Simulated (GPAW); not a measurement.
# NbCd3 (Pm-3m) in GPAW: convergence with density grid spacing (A)

Aim: find how far density grid spacing (A) must go before the results for NbCd3 settle, at PBE. This setting moves, with any that are tied to it; all else stays.

All numbers are computed with GPAW 26.7.0; they aren't measurements. Logs are shortened: lines on timing, memory, paths and dates and some standing lists are left out, and cuts for length are marked. The log counts tension as positive stress, the text compression.

## Step 1: The structure

Symmetry: Pm-3m, No. 221, cubic system. Conventional cell: a = 4.215 Å, b = 4.215 Å, c = 4.215 Å, α = 90.00°, β = 90.00°, γ = 90.00°. Around Cd (site symmetry 4/mmm) lie 8 Cd at 2.98 Å and 4 Nb at 2.98 Å. Nb (site symmetry m-3m) is surrounded by 12 Cd at 2.98 Å.

## Step 2: With density grid spacing (A) 0.24

The input, run.py:

```python
from ase.dft.bandgap import bandgap
from ase.io import read, write
from ase.units import GPa
from gpaw import GPAW, PW

atoms = read('POSCAR')

calc = GPAW(mode=PW(600),
            h=0.24,
            xc='PBE',
            kpts={'size': (6, 6, 6), 'gamma': True},
            occupations={'name': 'fermi-dirac', 'width': 0.05},
            nbands=41,
            convergence={'density': 1e-05, 'energy': 1e-05},
            maxiter=100,
            txt='gpaw.txt')
atoms.calc = calc
energy = atoms.get_potential_energy()
forces = atoms.get_forces()
stress = atoms.get_stress()
calc.write('gs.gpw')
write('result.traj', atoms)
print(f'Energy: {energy:.6f} eV')
print('Forces (eV/A):')
print(forces.round(4))
print('Stress (GPa):', (stress / GPa).round(3))
print('Fermi level:', round(calc.get_fermi_level(), 4), 'eV')
print(f'Gap: {bandgap(calc)[0]:.4f} eV, direct: {bandgap(calc, direct=True)[0]:.4f} eV')
```

The input, POSCAR:

```
NbCd3
1.0
    4.2150000000      0.0000000000      0.0000000000
    0.0000000000      4.2150000000      0.0000000000
    0.0000000000      0.0000000000      4.2150000000
Cd Nb
3 1
Direct
    0.5000000000      0.5000000000      0.0000000000
    0.5000000000      0.0000000000      0.5000000000
    0.0000000000      0.5000000000      0.5000000000
    0.0000000000      0.0000000000      0.0000000000
```

Potentials or basis: GPAW PAW data sets (gpaw-data 1.2.1), pw.

The run is started by

```
> OMP_NUM_THREADS=1 python run.py
```

gpaw.txt:

```text
__  _  _
 | _ |_)|_||  |
 |__||  | ||/\| - 26.7.0

Input parameters:
  mode=PW(ecut=600.0),
  convergence={'density': 1e-05, 'energy': 1e-05},
  h=0.24,
  kpts=MonkhorstPack(size=(6, 6, 6), gamma=True),
  maxiter=100,
  nbands=41,
  occupations=Occupations(name='fermi-dirac', width=0.05),
  xc=XC(name='PBE')

Diagonalizing LCAO Hamiltonian
Converting LCAO to pw mode
    .---------.
   /|         |
  / |         |
 *  |         |
 | Cd         |
 |  .---------.
 | /  Cdd    /
 |/         /
 Nb--------*

Atoms  # Å, Bohr magnetons
|   | symbol |        x |        y |        z |    initial magnetic moments |
|---|--------|----------|----------|----------|-----------------------------|
| 0 |     Cd | 2.107500 | 2.107500 | 0.000000 | ( 0.0000,  0.0000,  0.0000) |
| 1 |     Cd | 2.107500 | 0.000000 | 2.107500 | ( 0.0000,  0.0000,  0.0000) |
| 2 |     Cd | 0.000000 | 2.107500 | 2.107500 | ( 0.0000,  0.0000,  0.0000) |
| 3 |     Nb | 0.000000 | 0.000000 | 0.000000 | ( 0.0000,  0.0000,  0.0000) |

Unit cell  # Å
| periodic |        x |        y |        z |  lengths |    angles |
|----------|----------|----------|----------|----------|-----------|
|      yes | 4.215000 | 0.000000 | 0.000000 | 4.215000 | 90.000000 |
|      yes | 0.000000 | 4.215000 | 0.000000 | 4.215000 | 90.000000 |
|      yes | 0.000000 | 0.000000 | 4.215000 | 4.215000 | 90.000000 |

Number of symmetries: 48
Symmetry operations  # r_c * U_cc + t_c -> r_c
|    | kind |            matrix            |
|----|------|------------------------------|
|  0 |  E   |  1, 0, 0,  0, 1, 0,  0, 0, 1 |
|  1 |  σ   |  1, 0, 0,  0, 1, 0,  0, 0,-1 |
|  2 |  σ   |  1, 0, 0,  0, 0, 1,  0, 1, 0 |
|  3 |  C4  |  1, 0, 0,  0, 0, 1,  0,-1, 0 |
|  4 |  C4  |  1, 0, 0,  0, 0,-1,  0, 1, 0 |
|  5 |  σ   |  1, 0, 0,  0, 0,-1,  0,-1, 0 |
|  6 |  σ   |  1, 0, 0,  0,-1, 0,  0, 0, 1 |
|  7 |  C2  |  1, 0, 0,  0,-1, 0,  0, 0,-1 |
|  8 |  σ   |  0, 1, 0,  1, 0, 0,  0, 0, 1 |
|  9 |  C2  |  0, 1, 0,  1, 0, 0,  0, 0,-1 |
| 10 |  C3  |  0, 1, 0,  0, 0, 1,  1, 0, 0 |
| 11 |  S6  |  0, 1, 0,  0, 0, 1, -1, 0, 0 |
| 12 |  S6  |  0, 1, 0,  0, 0,-1,  1, 0, 0 |
| 13 |  C3  |  0, 1, 0,  0, 0,-1, -1, 0, 0 |
| 14 |  C4  |  0, 1, 0, -1, 0, 0,  0, 0, 1 |
| 15 |  S4  |  0, 1, 0, -1, 0, 0,  0, 0,-1 |
| 16 |  C3  |  0, 0, 1,  1, 0, 0,  0, 1, 0 |
| 17 |  S6  |  0, 0, 1,  1, 0, 0,  0,-1, 0 |
| 18 |  σ   |  0, 0, 1,  0, 1, 0,  1, 0, 0 |
| 19 |  C4  |  0, 0, 1,  0, 1, 0, -1, 0, 0 |
| 20 |  C2  |  0, 0, 1,  0,-1, 0,  1, 0, 0 |
| 21 |  S4  |  0, 0, 1,  0,-1, 0, -1, 0, 0 |
| 22 |  S6  |  0, 0, 1, -1, 0, 0,  0, 1, 0 |
| 23 |  C3  |  0, 0, 1, -1, 0, 0,  0,-1, 0 |
| 24 |  S6  |  0, 0,-1,  1, 0, 0,  0, 1, 0 |
| 25 |  C3  |  0, 0,-1,  1, 0, 0,  0,-1, 0 |
| 26 |  C4  |  0, 0,-1,  0, 1, 0,  1, 0, 0 |
| 27 |  σ   |  0, 0,-1,  0, 1, 0, -1, 0, 0 |
| 28 |  S4  |  0, 0,-1,  0,-1, 0,  1, 0, 0 |
| 29 |  C2  |  0, 0,-1,  0,-1, 0, -1, 0, 0 |
| 30 |  C3  |  0, 0,-1, -1, 0, 0,  0, 1, 0 |
| 31 |  S6  |  0, 0,-1, -1, 0, 0,  0,-1, 0 |
| 32 |  C4  |  0,-1, 0,  1, 0, 0,  0, 0, 1 |
| 33 |  S4  |  0,-1, 0,  1, 0, 0,  0, 0,-1 |
| 34 |  S6  |  0,-1, 0,  0, 0, 1,  1, 0, 0 |
| 35 |  C3  |  0,-1, 0,  0, 0, 1, -1, 0, 0 |
| 36 |  C3  |  0,-1, 0,  0, 0,-1,  1, 0, 0 |
| 37 |  S6  |  0,-1, 0,  0, 0,-1, -1, 0, 0 |
| 38 |  σ   |  0,-1, 0, -1, 0, 0,  0, 0, 1 |
| 39 |  C2  |  0,-1, 0, -1, 0, 0,  0, 0,-1 |
| 40 |  σ   | -1, 0, 0,  0, 1, 0,  0, 0, 1 |
| 41 |  C2  | -1, 0, 0,  0, 1, 0,  0, 0,-1 |
| 42 |  C2  | -1, 0, 0,  0, 0, 1,  0, 1, 0 |
| 43 |  S4  | -1, 0, 0,  0, 0, 1,  0,-1, 0 |
| 44 |  S4  | -1, 0, 0,  0, 0,-1,  0, 1, 0 |
| 45 |  C2  | -1, 0, 0,  0, 0,-1,  0,-1, 0 |
| 46 |  C2  | -1, 0, 0,  0,-1, 0,  0, 0, 1 |
| 47 |  i   | -1, 0, 0,  0,-1, 0,  0, 0,-1 |

BZ-sampling:
  Number of BZ points: 216
  Number of IBZ points: 20

  Monkhorst-Pack size: [6, 6, 6]
  Monkhorst-Pack shift: [0.08333333333333333, 0.08333333333333333, 0.08333333333333333]

K-points  # in reciprocal-cell coordinates
|     |                                coordinates |     weight |
|-----|--------------------------------------------|------------|
|   0 | (  0.00000000,   0.00000000,   0.00000000) | 0.00462963 |
|   1 | (  0.16666667,   0.00000000,   0.00000000) | 0.02777778 |
|   2 | (  0.16666667,   0.16666667,   0.00000000) | 0.05555556 |
|   3 | (  0.16666667,   0.16666667,   0.16666667) | 0.03703704 |
|   4 | (  0.33333333,   0.00000000,   0.00000000) | 0.02777778 |
|   5 | (  0.33333333,   0.16666667,   0.00000000) | 0.11111111 |
|   6 | (  0.33333333,   0.16666667,   0.16666667) | 0.11111111 |
|   7 | (  0.33333333,   0.33333333,   0.00000000) | 0.05555556 |
|   8 | (  0.33333333,   0.33333333,   0.16666667) | 0.11111111 |
|   9 | (  0.33333333,   0.33333333,   0.33333333) | 0.03703704 |
| ... |                                            |            |
|  19 | (  0.50000000,   0.50000000,   0.50000000) | 0.00462963 |

Plane wave coefficients: 2517
Cutoff: 600.0 eV

Spin-components: 1 (collinear spins)
Bands:           41
Projectors:      24
Spin-degeneracy: 2
Datatype:        complex128

Parallelization:
  kpt:    1
  domain: 1
  band:   1

Density:
  Valence electrons: 49.0
  Components: 1
  Grid points: [18 18 18]
  Charge: 0.0  # |e|

Potential:
  Grid points: [18 18 18]

species:
  Cd:
    name:    Cadmium
    Z:       48.0
    valence: 12
    core:    36
    charge:  0.0  # [|e|]
    compensation charges:
      type: gauss
      rc: 0.38  # [Å]
      lmax: 2
    cutoffs:
      filter: 2.12  # [Å]
      core: 2.62  # [Å]
    projectors
    | kind |    occ | energy [eV] | rcut [Å] |
    |------|--------|-------------|----------|
    |   5s |  2.000 |      -5.655 |    1.191 |
    |   5p |  0.000 |      -1.186 |    1.228 |
    |   4d | 10.000 |     -11.739 |    1.164 |
    |    s |        |      21.556 |    1.191 |
    |    p |        |      26.026 |    1.228 |
    |    d |        |      15.473 |    1.164 |

    Using partial waves for Cd as LCAO basis

  Nb:
    name:    Niobium
    Z:       41.0
    valence: 13
    core:    28
    charge:  0.0  # [|e|]
    compensation charges:
      type: gauss
      rc: 0.40  # [Å]
      lmax: 2
    cutoffs:
      filter: 2.35  # [Å]
      core: 1.51  # [Å]
    projectors
    | kind |    occ | energy [eV] | rcut [Å] |
    |------|--------|-------------|----------|
    |   4s |  2.000 |     -58.361 |    1.323 |
    |   5s |  1.000 |      -3.980 |    1.323 |
    |   4p |  6.000 |     -34.526 |    1.323 |
    |   5p |  0.000 |      -1.111 |    1.323 |
    |   4d |  4.000 |      -3.041 |    1.244 |
    |    d |        |      24.171 |    1.244 |

    Using partial waves for Nb as LCAO basis

Reference energy: -560425.502798  # eV

eigensolver:
  PPCG
  Converge bands: occupied
  niter=2

density mixing:
  MSR1-Mixer
  Pratt-step length: 0.05
  Maximum mixing coefficient: 0.75
  Old densities: 10
  SVD Regularization: 0.005
  Good broyden scale: 1.0
  Trust region scale: 1.0
  Backstep threshold: 4.0
  History deletion threshold: 6.0
  Fourier metric: weight=20.0, sigma=0.015

occupation numbers:
  Fermi-Dirac:
    width: 0.0500  # eV

poisson solver:
  ecut: 4800.0  # eV

xc functional:
[... 9 lines left out ...]
|iter     | |      energy | eigst |  dens |
|---------|-|-------------|-------|-------|
|iter:   1| |  -13.305329 | -0.05 |       |
|iter:   2| |  -13.193723 | -2.21 | -1.23 |
|iter:   3| |  -12.657568 | -1.48 | -1.26 |
|iter:   4| |  -12.635098 | -2.45 | -1.77 |
|iter:   5| |  -12.566758 | -3.06 | -1.90 |
|iter:   6| |  -12.565556 | -3.69 | -2.15 |
|iter:   7| |  -12.565519 | -4.94 | -3.02 |
|iter:   8| |  -12.565523c| -6.41 | -3.96 |
|iter:   9| |  -12.565524c| -7.64c| -4.46 |
|iter:  10| |  -12.565524c| -8.30c| -5.39c|

Converged in 10 steps
Energy contributions relative to reference atoms: (reference = -560425.502798)

Energy contributions:
  Kinetic:          17.650851
  Coulomb:         -15.459646
  Zero:              0.344640
  External:          0.000000
  Xc:              -15.091451
  Entropy:          -0.019834
  Spinorbit:         0.000000
  ----------------------------
  Free energy:     -12.575441
  Extrapolated:    -12.565524

dipole moment: (-29.399406, -29.399406, -29.399406)  # |e|*Ang

Fermi level: 9.401
Eigenvalues  # (at kpt = [0.000, 0.000, 0.000])
| band index |      eig [eV] | occ [0-2] |
|------------|---------------|-----------|
|          0 |       -45.508 |     2.000 |
|        ... |               |           |
|         14 |         1.374 |     2.000 |
|         15 |         1.374 |     2.000 |
|         16 |         1.770 |     2.000 |
|         17 |         1.866 |     2.000 |
|         18 |         1.866 |     2.000 |
|         19 |         1.866 |     2.000 |
[... 8 lines left out ...]
|         28 |        14.997 |     0.000 |
|         29 |        15.358 |     0.000 |
|        ... |               |           |
|         40 |        24.556 |     0.000 |

No gap
No difference between direct/indirect transitions

Forces  # eV/Ang
|       x |        y |       z |
|---------|----------|---------|
| 0.00000 | -0.00000 | 0.00000 |  # Cd   0
| 0.00000 |  0.00000 | 0.00000 |  # Cd   1
| 0.00000 |  0.00000 | 0.00000 |  # Cd   2
| 0.00000 |  0.00000 | 0.00000 |  # Nb   3

Stress tensor  # eV/Ang^3
|         x |         y |         z |
|-----------|-----------|-----------|
| -0.040263 |  0.000000 |  0.000000 |
|  0.000000 | -0.040263 |  0.000000 |
|  0.000000 |  0.000000 | -0.040263 |

# Writing to gs.gpw (mode='')
```

stdout:

```text
Energy: -12.565524 eV
Forces (eV/A):
[[ 0. -0.  0.]
 [ 0.  0.  0.]
 [ 0.  0.  0.]
 [ 0.  0.  0.]]
Stress (GPa): [-6.451 -6.451 -6.451  0.     0.     0.   ]
Fermi level: 9.4012 eV
Gap: 0.0000 eV, direct: 0.0000 eV
```

It took 30 s on 1 thread of Arm Neoverse V1, shared host; peak memory 0.19 GiB.

Results:

* Free energy: -12.5754 eV
* Pressure: 6.5 GPa
* Band gap on the k mesh: none (metal or under the smearing width)

## Step 3: With density grid spacing (A) 0.2

run.py, as its differences from that of step 2:

```diff
@@ -8,3 +8,3 @@
 calc = GPAW(mode=PW(600),
-            h=0.24,
+            h=0.2,
             xc='PBE',
```

POSCAR is that of step 2.

Potentials or basis: GPAW PAW data sets (gpaw-data 1.2.1), pw.

The run is started by

```
> OMP_NUM_THREADS=1 python run.py
```

Wall time 39 s (1 thread of Arm Neoverse V1, shared host); peak memory 0.2 GiB.

Results:

```yaml
Free_energy: -12.5762 eV
Pressure: 6.5 GPa
Band_gap_on_the_k_mesh: none (metal or under the smearing width)
```

## Step 4: With density grid spacing (A) 0.17

run.py, as its differences from that of step 3:

```diff
@@ -8,3 +8,3 @@
 calc = GPAW(mode=PW(600),
-            h=0.2,
+            h=0.17,
             xc='PBE',
```

POSCAR is that of step 3.

The run is started by

```
> OMP_NUM_THREADS=1 python run.py
```

Wall time 37 s (1 thread of Arm Neoverse V1, shared host); peak memory 0.2 GiB.

Results:

```yaml
Free_energy: -12.5762 eV
Pressure: 6.5 GPa
Band_gap_on_the_k_mesh: none (metal or under the smearing width)
```

## Step 5: With density grid spacing (A) 0.15

run.py, as its differences from that of step 4:

```diff
@@ -8,3 +8,3 @@
 calc = GPAW(mode=PW(600),
-            h=0.17,
+            h=0.15,
             xc='PBE',
```

POSCAR is that of step 4.

The run is started by

```
> OMP_NUM_THREADS=1 python run.py
```

Wall time 62 s (1 thread of Arm Neoverse V1, shared host); peak memory 0.23 GiB.

It converged, with:

```yaml
Free_energy: -12.5763 eV
Pressure: 6.5 GPa
Band_gap_on_the_k_mesh: none (metal or under the smearing width)
```

## Step 6: With density grid spacing (A) 0.13

run.py, as its differences from that of step 5:

```diff
@@ -8,3 +8,3 @@
 calc = GPAW(mode=PW(600),
-            h=0.15,
+            h=0.13,
             xc='PBE',
```

POSCAR is that of step 5.

Potentials or basis: GPAW PAW data sets (gpaw-data 1.2.1), pw.

The run is started by

```
> OMP_NUM_THREADS=1 python run.py
```

It took 90 s on 1 thread of Arm Neoverse V1, shared host; peak memory 0.27 GiB.

Results (log left out):

* Free energy: -12.5763 eV
* Pressure: 6.5 GPa
* Band gap on the k mesh: none (metal or under the smearing width)

## Step 7: With density grid spacing (A) 0.11

run.py, as its differences from that of step 6:

```diff
@@ -8,3 +8,3 @@
 calc = GPAW(mode=PW(600),
-            h=0.13,
+            h=0.11,
             xc='PBE',
```

POSCAR is that of step 6.

The run is started by

```
> OMP_NUM_THREADS=1 python run.py
```

Wall time 1.9 min (1 thread of Arm Neoverse V1, shared host); peak memory 0.33 GiB.

Results (log left out):

- Free energy: -12.5764 eV
- Pressure: 6.5 GPa
- Band gap on the k mesh: none (metal or under the smearing width)

## Step 8: With density grid spacing (A) 0.09

run.py, as its differences from that of step 7:

```diff
@@ -8,3 +8,3 @@
 calc = GPAW(mode=PW(600),
-            h=0.11,
+            h=0.09,
             xc='PBE',
```

POSCAR is that of step 7.

The run is started by

```
> OMP_NUM_THREADS=1 python run.py
```

It took 3.4 min on 1 thread of Arm Neoverse V1, shared host; peak memory 0.48 GiB.

The run converged. Its results:

```yaml
Free_energy: -12.5764 eV
Pressure: 6.5 GPa
Band_gap_on_the_k_mesh: none (metal or under the smearing width)
```

## Step 9: The series at a glance

| density grid spacing (A) | energy less the tightest run, at zero smearing (meV/atom) | SCF cycles | CPU time (s) | peak memory (GiB) |
| --- | --- | --- | --- | --- |
| 0.24 | 0.23 | 10 | 30 | 0.19 |
| 0.2 | 0.04 | 10 | 39 | 0.2 |
| 0.17 | 0.03 | 10 | 37 | 0.2 |
| 0.15 | 0.01 | 10 | 62 | 0.23 |
| 0.13 | 0.01 | 10 | 90 | 0.27 |
| 0.11 | 0.00 | 10 | 110 | 0.33 |
| 0.09 | 0.00 | 10 | 200 | 0.48 |

Against the tightest run, the energy stays within 1 meV/atom from 0.24 on. The tightest run that finished is the yardstick and may itself not be fully converged.
